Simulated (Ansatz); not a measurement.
# C2H7InO: up Jacob's ladder to CCSD(T)

How much do the methods differ for C2H7InO? The plan is to run it at one geometry with functionals of several rungs and with coupled cluster. The yardstick is the atomisation energy at the CCSD(T) limit.

Program: Ansatz 0.2.0, Gaussian basis. Level of theory: functionals in def2-TZVPP, the program's frozen cores in correlated methods. These are calculated values, not measurements.

Levels to be run: LDA (SPW92), PBE-D4, revPBE-D4, BLYP-D4, r2SCAN-D4, B97M-V, PBE0-D4, B3LYP-D4, r2SCANh-D4, r2SCAN0-D4, HSE06-D4, BHLYP-D4, CAM-B3LYP-D4, LC-ωPBE, ωB97X-V, ωB97M-V, B2PLYP, PBE-QIDH; CCSD(T)/def2-SVP; CCSD(T)/def2-TZVPP; MP2/def2-QZVPP; extrapolation to the limit; RPA on PBE.

**1. The relaxed structure**

An earlier PBE0-D4 in a triple-zeta def2 set relaxation fixed the geometry. In takes the def2 core potential; no spin-orbit term is included.

11 atoms, charge 0, spin multiplicity 1.

Atoms are counted from 1 here; the program's logs count them from 0.

Bond lengths: C1–O2 1.395 Å, C1–H5 1.102 Å, C1–H6 1.099 Å, C1–H7 1.099 Å, O2–In3 1.996 Å, In3–C4 2.141 Å, In3–H8 1.707 Å, C4–H9 1.089 Å, C4–H10 1.091 Å, C4–H11 1.091 Å. Angles: O2–C1–H5 114.0°, O2–C1–H6 110.6°, O2–C1–H7 110.6°, H5–C1–H6 107.1°, H5–C1–H7 107.1°, H6–C1–H7 107.3°, C1–O2–In3 123.9°, O2–In3–C4 112.6°, O2–In3–H8 110.0°, C4–In3–H8 137.4°, In3–C4–H9 111.3°, In3–C4–H10 109.5°, In3–C4–H11 109.5°, H9–C4–H10 109.1°, H9–C4–H11 109.1°, H10–C4–H11 108.2°.

**2. LDA**

This LDA is Slater exchange with PW92 correlation.

in.yaml reads:

```yaml
crystal:
  periodic: [false, false, false]
  atoms:
    - {symbol: C, position_ang: [-0.586850, 1.768142, 0.411640]}
    - {symbol: O, position_ang: [-0.289352, 1.342097, -0.883216]}
    - {symbol: In, position_ang: [0.326437, -0.502272, -1.336082]}
    - {symbol: C, position_ang: [0.481217, -1.763790, 0.386631]}
    - {symbol: H, position_ang: [-0.454428, 0.989997, 1.180084]}
    - {symbol: H, position_ang: [0.052719, 2.614650, 0.696438]}
    - {symbol: H, position_ang: [-1.628646, 2.110632, 0.475832]}
    - {symbol: H, position_ang: [0.585707, -0.633500, -3.017950]}
    - {symbol: H, position_ang: [0.825602, -2.761576, 0.117472]}
    - {symbol: H, position_ang: [1.181421, -1.323614, 1.098491]}
    - {symbol: H, position_ang: [-0.493827, -1.840756, 0.870660]}
basis:
  gaussian: {orbitals: def2-TZVPP}
hamiltonian: {xc: lda}
output: {orbitals: {seedname: orbitals}}
```

Run with:

```
$ ansatz run in.yaml --threads 4 --pin off --events-out ev --progress --plain --max-ram 10444MiB
```

After this run come: PBE-D4 (GGA); revPBE-D4 (GGA); BLYP-D4 (GGA); r2SCAN-D4 (meta-GGA); B97M-V (meta-GGA); PBE0-D4 (hybrid); B3LYP-D4 (hybrid); r2SCANh-D4 (hybrid); r2SCAN0-D4 (hybrid); HSE06-D4 (hybrid); BHLYP-D4 (hybrid); CAM-B3LYP-D4 (range-separated); LC-ωPBE (range-separated); ωB97X-V (range-separated); ωB97M-V (range-separated); B2PLYP (double hybrid); PBE-QIDH (double hybrid); CCSD(T) in def2-SVP; CCSD(T) in def2-TZVPP; MP2 in def2-QZVPP; RPA on PBE orbitals.

Q: Predict the results of all the runs planned. Wanted: atomisation energy, CCSD(T)/CBS; farthest beyond LDA; mean size of error, GGA; mean size of error, meta-GGA; mean size of error, hybrid; mean size of error, range-separated; mean size of error, double hybrid; gap, smallest and largest; T1 diagnostic.

**Answer**, as computed:

```
                               quantity                                                                                                        value
        atomisation energy, CCSD(T)/CBS                                                                                                3713.3 kJ/mol
 functionals within 37.1 kJ/mol (1.0 %)  PBE-D4, r2SCAN-D4, B97M-V, PBE0-D4, B3LYP-D4, r2SCANh-D4, HSE06-D4, CAM-B3LYP-D4, LC-ωPBE, ωB97X-V, ωB97M-V
                    farthest beyond LDA                                                                                     BHLYP-D4 (-128.1 kJ/mol)
                mean size of error, GGA                                                                                                  44.0 kJ/mol
           mean size of error, meta-GGA                                                                                                   9.7 kJ/mol
             mean size of error, hybrid                                                                                                  52.0 kJ/mol
    mean size of error, range-separated                                                                                                   8.1 kJ/mol
      mean size of error, double hybrid                                                                                                  54.7 kJ/mol
              gap, smallest and largest                                                                    3.77 eV (LDA (SPW92)), 10.56 eV (LC-ωPBE)
                          T1 diagnostic                                                                                                       0.0154
triples share of the correlation energy                                                                                                        3.4 %
```

**Reading.** LDA overbinds by 505.8 kJ/mol (14 %). PBE-D4 is off by +30.9 kJ/mol. Double hybrids carry the basis error of their MP2 part in triple zeta, and no dispersion term here, so their miss is partly the set-up's. The rungs range-separated, meta-GGA miss on average by less than the doubt on the reference (37.1 kJ/mol), so they tie. Misses under about 37.1 kJ/mol are within the doubt on the reference itself, which lacks core-valence correlation, spin-orbit coupling and higher excitations, and its outer-core shells are covered unevenly. All levels share the lack of spin-orbit coupling, which lowers the free heavy atoms and so the true binding. Hartree-Fock recovers 72 % of the binding; the rest is correlation. CCSD(T) in def2-SVP is off by -207.9 kJ/mol, so the small basis spoils what the method gains. Orbital gaps span 3.8 to 10.6 eV; exact exchange widens them. Correlated methods include outer-core shells of In, which these sets cover unevenly.
